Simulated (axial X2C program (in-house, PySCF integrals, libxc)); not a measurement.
**InSi: properties at the nuclei**

Wanted for InSi: properties at the nuclei, at the two-component level.

Computed with an in-house X2C program for linear molecules on PySCF integrals. Level: two-component X2C with atomic mean-field terms, In dyall-cv3z, Si dyall-v3z.

All values are calculated.

### 1 Input

task.json reads:

```json
{"zs": [49, 14], "q": 0, "bas": ["dyall-cv3z", "dyall-v3z"], "r0": 2.58, "levels": ["PBE0", "HF", "BHandHLYP", "PBE50", "B3LYP"], "nst": 3}
```

Keys: zs atomic numbers; q charge; bas basis sets; r0 starting distance in Å; levels methods (HF also brings MP2); nst determinants followed.

Run with:

```bash
$ python soeom.py task.json out
```

Nuclei are Gaussian, cores are contracted, and the Gaunt term is on.

### 2 Expectation values, lowest determinant

R = 2.615 Å. State: Ω = 3/2 (excess of +ω over −ω: ω = 3/2).

Output of the PBE0 run:

```text
two-component X2C + atomic mean field  PBE0
basis functions 175  fitting functions 949  grid points 5084
iter        total energy     max residual
   1      -6167.761627213     3.39e+00
   2      -6168.107771060     6.63e-02
   3      -6168.109065615     7.13e-03
   4      -6168.109698679     1.48e-02
   5      -6168.109760248     2.21e-03
   6      -6168.109768726     2.90e-03
   7      -6168.109775811     7.86e-04
   8      -6168.109776168     5.30e-05
   9      -6168.109776214     7.04e-05
  10      -6168.109776217     8.60e-06
converged
one-electron -8765.87758601  Coulomb 2643.96111086  exact exchange -44.72296238  xc functional -136.97781413  nuclear repulsion 138.82048439  atomic mean-field constant -3.31300896
```

The highest occupied spinor is 75% Si p, 20% In p, 4% In d.

| level | Eeff magnitude (GV/cm) | Ws magnitude In (kHz) | A∥/gI In (MHz) | qzz In (a.u.) | A∥/gI Si (MHz) | qzz Si (a.u.) | μ (D) |
| --- | --- | --- | --- | --- | --- | --- | --- |
| PBE0 | 5.8 | 2.35 | -50.3 | -3.03 | -53.7 | -0.14 | -2.04 |
| HF | 8.43 | 3.4 | -270 | -3.73 | -83.1 | 0.01 | -2.49 |
| BHandHLYP | 6.19 | 2.52 | -41.5 | -3.21 | -33.4 | -0.11 | -2.11 |
| PBE50 | 6.41 | 2.6 | -109 | -3.33 | -60.4 | -0.09 | -2.26 |
| B3LYP | 5.52 | 2.25 | 17.8 | -2.87 | -23.3 | -0.17 | -1.85 |

Eeff is the effective electric field on the electron dipole moment in this Ω state and Ws the scalar–pseudoscalar constant (defined with the proton number Z and per Ω); A∥ is the parallel hyperfine constant, which follows by multiplying with the nuclear g factor gI = μI/(I μN); qzz is the electric field gradient, eQq0 = 234.96 MHz × Q/barn × qzz; μ is positive if Si is the positive end. The operators were transformed with the bare-nucleus X2C matrices.

### 3 Expectation values, a higher determinant

R = 2.615 Å. State: Ω = 1/2 (excess of +ω over −ω: 2 × ω = -1/2, ω = 3/2), 0.32 eV above the lowest in the PBE0 search for states (made at or near this distance, with looser thresholds).

Output of the PBE0 run:

```text
two-component X2C + atomic mean field  PBE0
basis functions 175  fitting functions 949  grid points 5084
iter        total energy     max residual
   1      -6167.751115987     3.35e+00
   2      -6168.095780542     6.92e-02
   3      -6168.097125219     6.83e-03
   4      -6168.097664988     1.50e-02
   5      -6168.097728025     2.19e-03
   6      -6168.097735143     2.58e-03
   7      -6168.097740963     6.93e-04
   8      -6168.097741256     5.85e-05
   9      -6168.097741302     7.00e-05
  10      -6168.097741305     7.25e-06
converged
one-electron -8765.73260658  Coulomb 2643.81677536  exact exchange -44.71993184  xc functional -136.96945369  nuclear repulsion 138.82048439  atomic mean-field constant -3.31300896
```

The highest occupied spinor is 51% Si p, 37% In p, 8% In s.

| level | Eeff magnitude (GV/cm) | Ws magnitude In (kHz) | A∥/gI In (MHz) | qzz In (a.u.) | A∥/gI Si (MHz) | qzz Si (a.u.) | μ (D) |
| --- | --- | --- | --- | --- | --- | --- | --- |
| PBE0 | 6.88 | 7.95 | -724 | -3.26 | -272 | -0.17 | -2.10 |
| HF | 8.46 | 9.97 | 62.2 | -4.12 | -179 | -0.06 | -2.67 |
| BHandHLYP | 6.98 | 8.1 | -481 | -3.40 | -233 | -0.12 | -2.16 |
| PBE50 | 7.61 | 8.84 | -508 | -3.58 | -243 | -0.12 | -2.35 |
| B3LYP | 6.26 | 7.23 | -763 | -3.04 | -262 | -0.18 | -1.88 |

### 4 Expectation values, a higher determinant

R = 2.615 Å. State: Ω = 1/2 (excess of +ω over −ω: ω = 1/2), 0.77 eV above the lowest in the PBE0 search for states (made at or near this distance, with looser thresholds).

Output of the PBE0 run:

```text
two-component X2C + atomic mean field  PBE0
basis functions 175  fitting functions 949  grid points 5084
iter        total energy     max residual
   1      -6167.733012496     3.31e+00
   2      -6168.079243330     6.73e-02
   3      -6168.080516379     7.09e-03
   4      -6168.081131759     1.57e-02
   5      -6168.081192922     1.91e-03
   6      -6168.081227949     4.46e-03
   7      -6168.081237764     1.30e-03
   8      -6168.081238588     8.55e-05
   9      -6168.081238657     1.29e-04
  10      -6168.081238680     2.49e-05
  11      -6168.081238702     7.74e-05
  12      -6168.081238718     3.09e-05
  13      -6168.081238720     1.01e-05
  14      -6168.081238720     3.33e-06
converged
one-electron -8765.85631381  Coulomb 2643.92545237  exact exchange -44.70986992  xc functional -136.94798280  nuclear repulsion 138.82048439  atomic mean-field constant -3.31300896
```

The highest occupied spinor is 70% Si p, 25% In p, 4% In d.

| level | Eeff magnitude (GV/cm) | Ws magnitude In (kHz) | A∥/gI In (MHz) | qzz In (a.u.) | A∥/gI Si (MHz) | qzz Si (a.u.) | μ (D) |
| --- | --- | --- | --- | --- | --- | --- | --- |
| PBE0 | 6.31 | 7.46 | 345 | -2.62 | 86.9 | -0.34 | -1.63 |
| HF | 5.37 | 5.92 | -464 | -4.30 | 355 | -0.97 | -1.26 |
| BHandHLYP | 4.36 | 5.27 | 127 | -3.02 | 165 | -0.45 | -1.60 |
| PBE50 | 6.18 | 7.36 | 125 | -2.98 | 82.6 | -0.33 | -1.83 |
| B3LYP | 5.63 | 6.68 | 435 | -2.49 | 127 | -0.39 | -1.44 |

### 5 Outcome

| quantity | value |
| --- | --- |
| lowest determinant | Ω = 3/2 (excess of +ω over −ω: ω = 3/2) |
| Eeff magnitude (GV/cm), PBE0 | 5.8 |
| Ws magnitude In (kHz), PBE0 | 2.35 |
| A∥/gI In (MHz), PBE0 | -50.3 |
| qzz In (a.u.), PBE0 | -3.03 |
| higher determinant | Ω = 1/2 (excess of +ω over −ω: 2 × ω = -1/2, ω = 3/2) |
| Eeff magnitude (GV/cm), PBE0, higher determinant | 6.88 |
| Ws magnitude In (kHz), PBE0, higher determinant | 7.95 |
| A∥/gI In (MHz), PBE0, higher determinant | -724 |
| qzz In (a.u.), PBE0, higher determinant | -3.26 |
| higher determinant | Ω = 1/2 (excess of +ω over −ω: ω = 1/2) |
| Eeff magnitude (GV/cm), PBE0, higher determinant | 6.31 |
| Ws magnitude In (kHz), PBE0, higher determinant | 7.46 |
| A∥/gI In (MHz), PBE0, higher determinant | 345 |
| qzz In (a.u.), PBE0, higher determinant | -2.62 |

In the first state, the effective field runs from 5.52 to 8.43 GV/cm over the mean-field levels. The expectation values come from single determinants, which for open shells can mix terms of unlike spin or miss the lowest Ω, so a determinant need not be a state. Eeff is the effective electric field on the electron dipole moment in this Ω state and Ws the scalar–pseudoscalar constant (defined with the proton number Z and per Ω); A∥ is the parallel hyperfine constant, which follows by multiplying with the nuclear g factor gI = μI/(I μN); qzz is the electric field gradient, eQq0 = 234.96 MHz × Q/barn × qzz; μ is positive if Si is the positive end. The operators were transformed with the bare-nucleus X2C matrices.
